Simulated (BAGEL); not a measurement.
# [CH3BF3]− (SMILES F[BH2-]C(F)F): HF/cc-pVDZ (density fitting with qzvpp-jkfit)

What is the energy change on altering one bond length of [CH3BF3]− at HF/cc-pVDZ (density fitting with qzvpp-jkfit)? 

The calculation is run with BAGEL 1.2.2.

2 further runs of the same task are left out: 1 that didn't finish, 1 set aside as unsound or not needed.

### 1 The system as given

[CH3BF3]−: 8 atoms, total charge -1, spin state singlet. SMILES: `F[BH2-]C(F)F`. Geometry: relaxed at GFN2-xTB. This is one conformer, not always the lowest.

Bond lengths: F1–B2 1.442 Å, B2–C3 1.656 Å, C3–F4 1.388 Å, C3–F5 1.388 Å, B2–H6 1.209 Å, B2–H7 1.205 Å, C3–H8 1.103 Å. Some angles: F1–B2–C3 106.0°, B2–C3–F4 115.8°, B2–C3–F5 114.2°, F4–C3–F5 102.8°, F1–B2–H6 108.4°, F1–B2–H7 109.0°, C3–B2–H6 108.3°, C3–B2–H7 111.4°, B2–C3–H8 112.6°, F4–C3–H8 105.0°.

### 2 A single-point energy at HF/cc-pVDZ (density fitting with qzvpp-jkfit)

Input file hf.json:

```json
{ "bagel": [

{
  "title": "molecule",
  "basis": "cc-pvdz.json",
  "df_basis": "qzvpp-jkfit",
  "angstrom": true,
  "geometry": [
    { "atom": "F", "xyz": [   -1.633040,    0.706210,   -0.580040 ] },
    { "atom": "B", "xyz": [   -0.248210,    0.816850,   -0.195400 ] },
    { "atom": "C", "xyz": [    0.241110,   -0.716820,    0.191930 ] },
    { "atom": "F", "xyz": [    0.814980,   -1.447410,   -0.839610 ] },
    { "atom": "F", "xyz": [    1.210940,   -0.771220,    1.183550 ] },
    { "atom": "H", "xyz": [   -0.181630,    1.499560,    0.800740 ] },
    { "atom": "H", "xyz": [    0.382650,    1.258210,   -1.122300 ] },
    { "atom": "H", "xyz": [   -0.586800,   -1.345380,    0.561130 ] }
  ]
},
{ "title": "hf", "charge": -1 },
{ "title": "print", "file": "orbitals.molden", "orbitals": true }

]}
```

The basis set cc-pVDZ is read from a file made from the Basis Set Exchange's data (not shown).

Launch:

```bash
$ BAGEL_NUM_THREADS=1 BAGEL hf.json > hf.out
```

The log of the run:

```text
* using 1 threads per process

  ===============================================================
  ===============================================================

  *** Geometry ***

  { "atom" : "F", "xyz" : [     -3.085998,      1.334543,     -1.096117 ] },
  { "atom" : "B", "xyz" : [     -0.469049,      1.543623,     -0.369252 ] },
  { "atom" : "C", "xyz" : [      0.455632,     -1.354593,      0.362695 ] },
  { "atom" : "F", "xyz" : [      1.540089,     -2.735208,     -1.586633 ] },
  { "atom" : "F", "xyz" : [      2.288345,     -1.457395,      2.236585 ] },
  { "atom" : "H", "xyz" : [     -0.343231,      2.833758,      1.513179 ] },
  { "atom" : "H", "xyz" : [      0.723104,      2.377672,     -2.120840 ] },
  { "atom" : "H", "xyz" : [     -1.108891,     -2.542400,      1.060382 ] },

  Number of auxiliary basis functions:      435

  Since a DF basis is specified, we compute 2- and 3-index integrals:
    o Being stored without compression. Storage requirement is 0.025 GB

  Number of basis functions:       85
  Number of electrons      :       41

    * METHOD: MOLECULE                             0.19

  *** RHF ***

  === Nuclear Repulsion ===
   171.0395920757

      * DIIS with orbital gradients will be used.

  === RHF iteration (cc-pvdz.json) ===
      0       -362.43260578          0.01574152           0.05
      1       -362.61113150          0.00995196           0.05
      2       -362.68396851          0.00124396           0.05
      3       -362.68554792          0.00039038           0.05
      4       -362.68565890          0.00007460           0.05
      5       -362.68566637          0.00002534           0.05
      6       -362.68566705          0.00001217           0.05
      7       -362.68566722          0.00000298           0.05
      8       -362.68566723          0.00000129           0.05
      9       -362.68566723          0.00000035           0.05
     10       -362.68566723          0.00000011           0.05
     11       -362.68566723          0.00000004           0.05
     12       -362.68566723          0.00000002           0.05
     13       -362.68566723          0.00000001           0.05
    * SCF iteration converged.

    * Permanent dipole moment:
           (   -0.215543,     1.221331,    -0.342836) a.u.

    * METHOD: HF                                   0.81

    * METHOD: PRINT                                0.02

  ===============================================================
```

Run time: 1.1 s. Hardware: 1 thread of Arm Neoverse V1, shared host; peak memory 0.1 GiB.

### 3 The distorted shape, same level

Input file hf.json:

```json
{ "bagel" : [

{
  "title" : "molecule",
  "basis" : "cc-pvdz.json",
  "df_basis" : "qzvpp-jkfit",
  "angstrom" : true,
  "geometry" : [
    { "atom" : "F", "xyz" : [      -2.137714,       0.353132,       0.161460 ] },
    { "atom" : "B", "xyz" : [      -0.752884,       0.463772,       0.546100 ] },
    { "atom" : "C", "xyz" : [      -0.263564,      -1.069898,       0.933430 ] },
    { "atom" : "F", "xyz" : [       0.310306,      -1.800488,      -0.098110 ] },
    { "atom" : "F", "xyz" : [       0.706266,      -1.124298,       1.925050 ] },
    { "atom" : "H", "xyz" : [      -0.686304,       1.146482,       1.542240 ] },
    { "atom" : "H", "xyz" : [       0.382650,       1.258210,      -1.122300 ] },
    { "atom" : "H", "xyz" : [      -1.091474,      -1.698458,       1.302630 ] }
  ]
},

{
  "title" : "hf",
  "charge" : -1
},

{
  "title" : "print",
  "file" : "orbitals.molden",
  "orbitals" : true
}

]}
```

The basis set cc-pVDZ is read from a file made from the Basis Set Exchange's data (not shown).

Launch:

```bash
$ BAGEL_NUM_THREADS=1 BAGEL hf.json > hf.out
```

The log of the run:

```text
* using 1 threads per process

  ===============================================================
  ===============================================================

  *** Geometry ***

  { "atom" : "F", "xyz" : [     -4.039694,      0.667323,      0.305115 ] },
  { "atom" : "B", "xyz" : [     -1.422745,      0.876402,      1.031979 ] },
  { "atom" : "C", "xyz" : [     -0.498064,     -2.021814,      1.763927 ] },
  { "atom" : "F", "xyz" : [      0.586393,     -3.402429,     -0.185401 ] },
  { "atom" : "F", "xyz" : [      1.334649,     -2.124615,      3.637817 ] },
  { "atom" : "H", "xyz" : [     -1.296927,      2.166537,      2.914411 ] },
  { "atom" : "H", "xyz" : [      0.723104,      2.377672,     -2.120840 ] },
  { "atom" : "H", "xyz" : [     -2.062587,     -3.209620,      2.461614 ] },

  Number of auxiliary basis functions:      435

  Since a DF basis is specified, we compute 2- and 3-index integrals:
    o Being stored without compression. Storage requirement is 0.025 GB

  Number of basis functions:       85
  Number of electrons      :       41

    * METHOD: MOLECULE                             0.19

  *** RHF ***

  === Nuclear Repulsion ===
   168.4917247754

      * DIIS with orbital gradients will be used.

  === RHF iteration (cc-pvdz.json) ===
      0       -362.34056248          0.01547978           0.05
      1       -362.51586239          0.01043838           0.05
      2       -362.59680649          0.00133517           0.05
      3       -362.59897276          0.00039066           0.05
      4       -362.59912833          0.00009257           0.05
      5       -362.59914253          0.00003582           0.05
      6       -362.59914393          0.00001688           0.05
      7       -362.59914430          0.00000354           0.05
      8       -362.59914432          0.00000168           0.05
      9       -362.59914432          0.00000037           0.05
     10       -362.59914432          0.00000010           0.05
     11       -362.59914432          0.00000004           0.05
     12       -362.59914432          0.00000002           0.05
     13       -362.59914432          0.00000001           0.05
    * SCF iteration converged.

    * Permanent dipole moment:
           (    0.570295,     1.895968,    -1.554304) a.u.

    * METHOD: HF                                   0.83

    * METHOD: PRINT                                0.02

  ===============================================================
```

Run time: 1.2 s. Hardware: 1 thread of Arm Neoverse V1, shared host; peak memory 0.1 GiB.

### 4 Results

Level: HF/cc-pVDZ (density fitting with qzvpp-jkfit).

| quantity | value |
| --- | --- |
| first shape: total energy | -362.68567 Eh |
| first shape: HOMO energy | -5.85 eV |
| first shape: LUMO energy | 10.65 eV |
| first shape: HOMO–LUMO gap (to an unbound level, set by the basis) | 16.51 eV |
| distorted shape: total energy | -362.59914 Eh |
| distorted shape: HOMO energy | -3.44 eV |
| distorted shape: LUMO energy | 8.81 eV |
| distorted shape: HOMO–LUMO gap (to an unbound level, set by the basis) | 12.24 eV |
| energy change with the B2–H7 bond stretched from 1.205 to 2.169 Å | 2.354 eV |

**Reading.** With the B2–H7 bond stretched from 1.205 to 2.169 Å the energy rises by 2.35 eV (227 kJ/mol). The first shape isn't relaxed at this level, so the change isn't measured from a minimum.
